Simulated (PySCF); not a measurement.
Wanted: an ASE script for a PySCF 2.14.0 run.

- Task: atomic charges
- Functional: B3LYP5
- Dispersion: D3(BJM)
- Potentials or basis: pob-tzvp-rev2 (all-electron)
- k mesh: 1 × 1 × 1
- Occupations: fixed
- Spin: no spin polarisation
- Exponents discarded below (exp_to_discard): 0 1/bohr^2
- Three-body dispersion term: no
- conv_tol: 1e-07 Ha
- max_cycle: 60
- exxdiv: ewald
- Relativity: none
- Coulomb method: Gaussian density fitting (GDF)
- Grid for exchange and correlation: Becke, atom-centred
- Three-centre integrals: read from an earlier run's file

The structure of FMgH lies in MgHF.xyz:

```xyz
3
Lattice="12.0000000000 0.0000000000 0.0000000000 0.0000000000 11.0000000000 0.0000000000 0.0000000000 0.0000000000 11.0000000000" Properties=species:S:1:pos:R:3 pbc="T T T"
F      4.6470999600      6.3294999900      4.8677500300
Mg     6.0402000000      5.5048999500      5.5472499500
H      7.3788999600      4.7124999900      6.2002499900
```

One way to write it, as run:

run.py

```python
import json
import numpy as np
from pyscf.pbc import gto, scf, dft, df
from pyscf.pbc.tools import pyscf_ase
from ase.io import read

atoms = read('MgHF.xyz')
cell = pyscf_ase.cell_from_ase(atoms)
cell.basis = 'pob-tzvp-rev2'
cell.exp_to_discard = 0
cell.precision = 1e-08
cell.max_memory = 2520  # MB
cell.verbose = 4
cell.build()

res = {}
from pyscf.dispersion import dftd3
d = dftd3.DFTD3Dispersion(cell, xc='b3lyp', version='d3bjm', atm=False).get_dispersion(grad=True)
print('dispersion energy = %.10f' % d['energy'])
res['e_disp'] = float(d['energy'])

kpts = cell.make_kpts([1, 1, 1])
mf = dft.KRKS(cell, kpts, xc='b3lyp5', exxdiv='ewald')
mf = mf.density_fit()
mf.with_df._cderi = 'cderi.h5'  # three-centre integrals saved by an earlier run on this cell, basis and mesh
mf.conv_tol = 1e-07
mf.max_cycle = 60

mf.kernel()
res.update(converged=bool(mf.converged), e_tot=mf.e_tot, nelec=cell.nelectron, nao=cell.nao, mesh=list(map(int, cell.mesh)), a=cell.lattice_vectors().tolist(), coords=cell.atom_coords().tolist(),
           mo_energy=[np.real(x).tolist() for x in mf.mo_energy], mo_occ=[np.real(x).tolist() for x in mf.mo_occ])
res.update(kpts=cell.get_scaled_kpts(kpts).tolist())
res['parts'] = {k: float(np.real(v)) for k, v in mf.scf_summary.items() if np.isscalar(v)}
json.dump(res, open('results.json', 'w'))
if not mf.converged:
    raise SystemExit('SCF not converged')

print('levels (eV)')
for i, kp in enumerate(res['kpts'][:40]):
    print('k %7.4f %7.4f %7.4f  ' % tuple(kp), ' '.join('%.3f' % (x * 27.211386) for x in res['mo_energy'][i][:16]))

# Mulliken populations
dm, s = np.asarray(mf.make_rdm1()), np.asarray(mf.get_ovlp())
sites = cell.aoslice_by_atom()[:, 2:]
tot = np.einsum('kij,kji->i', dm, s).real / len(kpts)
res['mulliken'] = [cell.atom_charge(i) - tot[a0:a1].sum() for i, (a0, a1) in enumerate(sites)]
print('Mulliken charges', np.round(res['mulliken'], 5))
res['meta_lowdin'] = mf.mulliken_meta()[1].tolist()
res['done'] = True
json.dump(res, open('results.json', 'w'))
```

Potentials or basis: pob-tzvp-rev2 (all-electron).

Launch:

```sh
$ OMP_NUM_THREADS=2 python -u run.py > log
```

Results of the run:

```
Gap between the frontier levels : 8.35 eV
Meta-löwdin charges             : F -0.83; Mg +1.35; H -0.52 e
Dispersion energy per atom      : -0.018 eV
```

Caveat: this is a molecule in a periodic box at the Γ point, so its band gap is the HOMO-LUMO gap; the energy listed adds the dispersion energy to the SCF energy of the log; population charges move with the basis; the basis of atomic orbitals isn't converged, which shifts pressures, moduli and gaps.

Wall time 4.8 s on 2 threads of Intel(R) Xeon(R) Processor @ 2.70GHz (shared host), peak memory 1.1 GiB.
